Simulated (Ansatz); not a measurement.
Predict the output of the script below (the Ansatz DFT code, driven from Python).

The script, `c3h7fosi_deck.py`:
```python
# -*- coding: utf-8 -*-
"""C3H7FOSi through the session interface."""

import ansatz as az
import numpy as np
import pandas as pd


def main():
    deck = {
        "crystal": {
            "periodic": [False, False, False],
            "atoms": [
                {"symbol": "F", "position_ang": [2.6971, 0.2677, 0.3169]},
                {"symbol": "Si", "position_ang": [1.2379, 0.0575, 0.9343]},
                {"symbol": "C", "position_ang": [0.012, 1.1604, 0.0276]},
                {"symbol": "C", "position_ang": [-1.0751, 0.1436, -0.3598]},
                {"symbol": "C", "position_ang": [-0.373, -1.2047, -0.6055]},
                {"symbol": "O", "position_ang": [0.6195, -1.4177, 0.4169]},
                {"symbol": "H", "position_ang": [1.1958, 0.1872, 2.4103]},
                {"symbol": "H", "position_ang": [-0.3886, 1.9701, 0.6427]},
                {"symbol": "H", "position_ang": [0.4751, 1.5828, -0.8697]},
                {"symbol": "H", "position_ang": [-1.7783, 0.0325, 0.4771]},
                {"symbol": "H", "position_ang": [-1.6515, 0.4704, -1.2309]},
                {"symbol": "H", "position_ang": [0.1214, -1.22, -1.5854]},
                {"symbol": "H", "position_ang": [-1.0922, -2.0298, -0.5746]},
            ],
        },
        "basis": {"gaussian": {"orbitals": "def2-SVP"}},
        "hamiltonian": {"xc": "r2scan"},
        "output": {"forces": True},
    }
    session = az.Session.from_dict(deck)
    r = session.plan(threads=1).execute().report

    print(f"E = {r['free_energy_ev']:.6f} eV = {r['free_energy_ev'] / 27.211386246:.7f} Ha")
    print("converged:", r["converged"], " doubts:", r["published_state_doubts"] or "none")
    symbols = ["F", "Si", "C", "C", "C", "O", "H", "H", "H", "H", "H", "H", "H"]
    state = r["mean_field"]["state"]
    print(f"mean field: {state['energy']['hartree']:.7f} Ha, <S^2> = {abs(state['spin_squared']):.4f}, stability: {state.get('stability', {}).get('kind')}")

    print("forces (eV/A)")
    for symbol, f in zip(symbols, r["forces_ev_ang"]):
        print(f"  {symbol:2s} {f[0]:9.4f} {f[1]:9.4f} {f[2]:9.4f}")
    charges = r["charge_distribution"]
    table = pd.DataFrame({"atom": symbols, "mulliken": charges["mulliken_charges_e"], "lowdin": charges["lowdin_charges_e"]})
    print(table.round(3).to_string())
    print("dipole (e A):", np.round(charges["dipole_moment_e_ang"], 4) + 0.0)


if __name__ == "__main__":
    main()
```

`python c3h7fosi_deck.py` gives:
```text
E = -15855.967887 eV = -582.6960723 Ha
converged: True  doubts: none
mean field: -582.6960723 Ha, <S^2> = 0.0000, stability: minimum
forces (eV/A)
  F     1.0097    0.0825    0.0450
  Si   -1.4337   -0.1328   -0.2680
  C    -0.0083   -0.3719    0.2452
  C     0.4016   -0.1873    0.1703
  C    -0.0557    0.1006    0.2998
  O    -0.1797    0.4529    0.0753
  H     0.4177   -0.1439    0.0029
  H    -0.0598    0.3181    0.0306
  H     0.2048    0.2206   -0.1694
  H    -0.1438   -0.0894    0.1024
  H    -0.1750   -0.0245   -0.2510
  H     0.0886    0.0248   -0.3032
  H    -0.0665   -0.2496    0.0201
   atom  mulliken  lowdin
0     F    -0.330  -0.002
1    Si     0.905   0.214
2     C    -0.349  -0.136
3     C    -0.099  -0.037
4     C     0.213   0.054
5     O    -0.527  -0.038
6     H    -0.119  -0.094
7     H     0.070   0.016
8     H     0.073   0.023
9     H     0.049   0.013
10    H     0.045   0.009
11    H     0.033  -0.011
12    H     0.036  -0.012
dipole (e A): [-0.4013  0.2283 -0.0696]
```

Caveats:
- Total energies depend on the basis set; only differences at equal settings carry meaning.
- The geometry is a force-field or estimated start, not a minimum of this method, and the basis set is short of its limit.
- The Löwdin charges here are taken after orthogonalising the functions within each atom; they differ from plain Löwdin charges, and their signs can be unphysical.
- It ran for 5.9 s on 1 thread of AMD EPYC 9B14 (Zen 4), on a shared host, peak memory 0.28 GiB.
